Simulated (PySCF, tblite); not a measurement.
# C4H11BS: geometry, infrared bands and NMR shifts

Wanted: the infrared bands and NMR shifts of C4H11BS (`BC(C)(C)SC`), by calculation.

Computed with tblite 0.8.0 and PySCF 2.14.0, with density-fitted response routines of our own, on a single molecule in the gas phase. Atoms are numbered from 0 throughout.

### 1 Starting geometry

17 atoms, charge 0, multiplicity 1; geometry from: force field or distance geometry start.

Bonds of the start (Å): B0–C1 1.61, C1–C2 1.54, C1–C3 1.54, C1–S4 1.85, S4–C5 1.83, B0–H6 1.18, B0–H7 1.18, C2–H8 1.12, C2–H9 1.12, C2–H10 1.10, C3–H11 1.11, C3–H12 1.09, C3–H13 1.11, C5–H14 1.12, C5–H15 1.10, C5–H16 1.11.

### 2 Relaxing the molecule with GFN2-xTB

The job: settings as JSON, then the geometry in Å.

```
{"job": {"kind": "relax", "xc": "GFN2-xTB", "basis": "xTB"}, "charge": 0, "multiplicity": 1}
B      0.227900    -1.584700    -0.250900
C     -0.336700    -0.244300     0.446500
C     -1.387000    -0.653300     1.492100
C     -0.969800     0.699600    -0.591300
S      1.037100     0.582600     1.374000
C      2.069800     1.110800    -0.045600
H      0.132000    -1.725500    -1.423300
H      0.742900    -2.418700     0.402600
H     -2.239600    -1.184400     1.005000
H     -1.802400     0.252000     2.001700
H     -0.964900    -1.318000     2.264400
H     -1.895700     0.237100    -1.005800
H     -0.285500     0.895300    -1.419500
H     -1.236800     1.659100    -0.112200
H      3.059000     1.442800     0.347500
H      2.233700     0.282600    -0.747500
H      1.608900     1.979000    -0.554200
```

Command:

```console
$ OMP_NUM_THREADS=1 python probes_run.py task.json out
```

This one command runs all jobs of the session in turn.

**Question.** This job is followed by: GFN2-xTB harmonic vibrations, gas phase; GIAO PBE0/pcSseg-1 NMR shielding, non-relativistic, gas phase. What will the session give for the following? strongest single infrared mode (GFN2-xTB); zero-point energy (GFN2-xTB); 13C shifts against TMS (PBE0/pcSseg-1); 1H shifts against TMS (PBE0/pcSseg-1); 11B shifts against BF3·OEt2 (PBE0/pcSseg-1); 33S shifts against CS2 (PBE0/pcSseg-1).

The runs gave:

```
                                   quantity                                                                 value
  strongest single infrared mode (GFN2-xTB)                                                 2610 cm⁻¹, 143 km/mol
               zero-point energy (GFN2-xTB)                                                         89.0 kcal/mol
     13C shifts against TMS (PBE0/pcSseg-1)                                            61.1, 31.7, 27.2, 24.3 ppm
      1H shifts against TMS (PBE0/pcSseg-1)  2.47, 2.14, 2.08, 2.00, 1.92, 1.82, 1.69, 1.62, 1.59, 1.35, 1.08 ppm
11B shifts against BF3·OEt2 (PBE0/pcSseg-1)                                                              -8.6 ppm
     33S shifts against CS2 (PBE0/pcSseg-1)                                                              -166 ppm
```

In words: Over 103 steps the energy fell by 0.644 eV; of the close pairs, B0–S4 changed most, 2.827 to 1.991 Å. No mode is imaginary among the 45: a minimum at this level. The strongest single mode, at 2610 cm⁻¹, moves mainly H7. GFN2-xTB is a fitted tight-binding method: band positions and strengths are rough. Its intensities can rank the bands wrongly. The structure rearranged or came apart on optimisation; the results belong to the end geometry, not to the formula as drawn. Shifts at one fixed geometry are not the observed spectrum, which averages over the motion. At PBE0/pcSseg-1: The widest tensor belongs to S4: span 619 ppm, with a paramagnetic part of -389 ppm.
